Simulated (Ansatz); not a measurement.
# C5H11NSi: basis-set convergence

One table from this session's results is given with a row withheld; the runs are named, their logs left out.

Program: Ansatz 0.2.0, Gaussian basis. Level of theory: one geometry, several basis sets. These are calculated values, not measurements.

Levels to be run: PBE0-D4/def2-SVP; ωB97M-V/def2-SVP; PBE0-D4/def2-QZVPP; ωB97M-V/def2-QZVPP; the functionals' def2-TZVPP values are taken from earlier runs.

## The geometry

All runs share one geometry, relaxed beforehand with PBE0-D4 in a triple-zeta def2 set.

18 atoms, charge 0, spin multiplicity 1.

Atoms are counted from 1 here; the program's logs count them from 0.

Bond lengths: C1–C2 1.323 Å, C1–H8 1.086 Å, C1–H9 1.083 Å, C2–C3 1.499 Å, C2–H10 1.088 Å, C3–N4 1.452 Å, C3–H11 1.098 Å, C3–H12 1.097 Å, N4–Si5 1.732 Å, N4–C6 1.383 Å, Si5–H13 1.483 Å, Si5–H14 1.490 Å, Si5–H15 1.487 Å, C6–C7 1.334 Å, C6–H16 1.087 Å, C7–H17 1.081 Å, C7–H18 1.081 Å. Angles: C2–C1–H8 121.4°, C2–C1–H9 121.7°, H8–C1–H9 116.9°, C1–C2–C3 124.4°, C1–C2–H10 120.0°, C3–C2–H10 115.6°, C2–C3–N4 114.1°, C2–C3–H11 108.7°, C2–C3–H12 110.1°, N4–C3–H11 107.6°, N4–C3–H12 109.5°, H11–C3–H12 106.5°, C3–N4–Si5 118.9°, C3–N4–C6 118.6°, Si5–N4–C6 122.4°, N4–Si5–H13 107.5°, N4–Si5–H14 112.7°, N4–Si5–H15 108.9° and more.

Geometry (Å):

```tsv
atom	x (Å)	y (Å)	z (Å)
C1	1.0038	-2.4925	-0.4306
C2	0.3581	-1.5804	0.2782
C3	0.8249	-0.1688	0.4702
N4	-0.2181	0.8285	0.3110
Si5	-0.9674	1.4898	1.7259
C6	-0.6425	1.1437	-0.9675
C7	-0.2207	0.6168	-2.1184
H8	1.9220	-2.2528	-0.9591
H9	0.6425	-3.5107	-0.5117
H10	-0.5671	-1.8427	0.7872
H11	1.2291	-0.0668	1.4856
H12	1.6504	0.0522	-0.2172
H13	-1.8023	2.6372	1.2942
H14	-1.8245	0.5011	2.4394
H15	0.0933	1.9214	2.6747
H16	-1.3929	1.9295	-0.9883
H17	-0.6219	0.9964	-3.0476
H18	0.4958	-0.1905	-2.1740
```

Set-up of the first run:

Contents of in.yaml:

```yaml
crystal:
  periodic: [false, false, false]
  atoms:
    - {symbol: C, position_ang: [1.003801, -2.492539, -0.430650]}
    - {symbol: C, position_ang: [0.358059, -1.580366, 0.278227]}
    - {symbol: C, position_ang: [0.824946, -0.168760, 0.470226]}
    - {symbol: N, position_ang: [-0.218055, 0.828492, 0.310952]}
    - {symbol: Si, position_ang: [-0.967366, 1.489829, 1.725867]}
    - {symbol: C, position_ang: [-0.642486, 1.143710, -0.967476]}
    - {symbol: C, position_ang: [-0.220708, 0.616753, -2.118446]}
    - {symbol: H, position_ang: [1.922046, -2.252751, -0.959074]}
    - {symbol: H, position_ang: [0.642468, -3.510730, -0.511708]}
    - {symbol: H, position_ang: [-0.567105, -1.842701, 0.787163]}
    - {symbol: H, position_ang: [1.229083, -0.066800, 1.485612]}
    - {symbol: H, position_ang: [1.650416, 0.052248, -0.217221]}
    - {symbol: H, position_ang: [-1.802324, 2.637184, 1.294183]}
    - {symbol: H, position_ang: [-1.824466, 0.501083, 2.439401]}
    - {symbol: H, position_ang: [0.093317, 1.921367, 2.674683]}
    - {symbol: H, position_ang: [-1.392929, 1.929519, -0.988258]}
    - {symbol: H, position_ang: [-0.621905, 0.996377, -3.047633]}
    - {symbol: H, position_ang: [0.495807, -0.190517, -2.174048]}
basis:
  gaussian: {orbitals: def2-SVP}
hamiltonian: {xc: pbe0, dispersion: d4}
output: {orbitals: {seedname: orbitals}}
```

On the command line:

```console
$ ansatz run in.yaml --threads 2 --pin off --events-out ev --progress --plain --max-ram 32768MiB --backend cpu
```

Among the steps run: PBE0-D4 in def2-SVP; ωB97M-V in def2-SVP; PBE0-D4 in def2-QZVPP; ωB97M-V in def2-QZVPP.

One table of the session follows, with a row left open; its other results are not shown here.

| functional | basis | HOMO (eV) | LUMO (eV) |
| --- | --- | --- | --- |
| PBE0-D4 | def2-SVP | -5.91 | 0.21 |
| PBE0-D4 | def2-TZVPP | -6.01 | -0.04 |
| PBE0-D4 | def2-QZVPP | -6.03 | -0.13 |
| ωB97M-V | def2-SVP | ? | ? |
| ωB97M-V | def2-TZVPP | -8.20 | 1.87 |
| ωB97M-V | def2-QZVPP | -8.21 | 1.53 |

**Question.** Estimate the row for ωB97M-V, def2-SVP.

As computed: HOMO (eV): -8.09; LUMO (eV): 2.34. In the column «HOMO (eV)» it lies between ωB97M-V, def2-TZVPP (-8.20) and PBE0-D4, def2-QZVPP (-6.03).
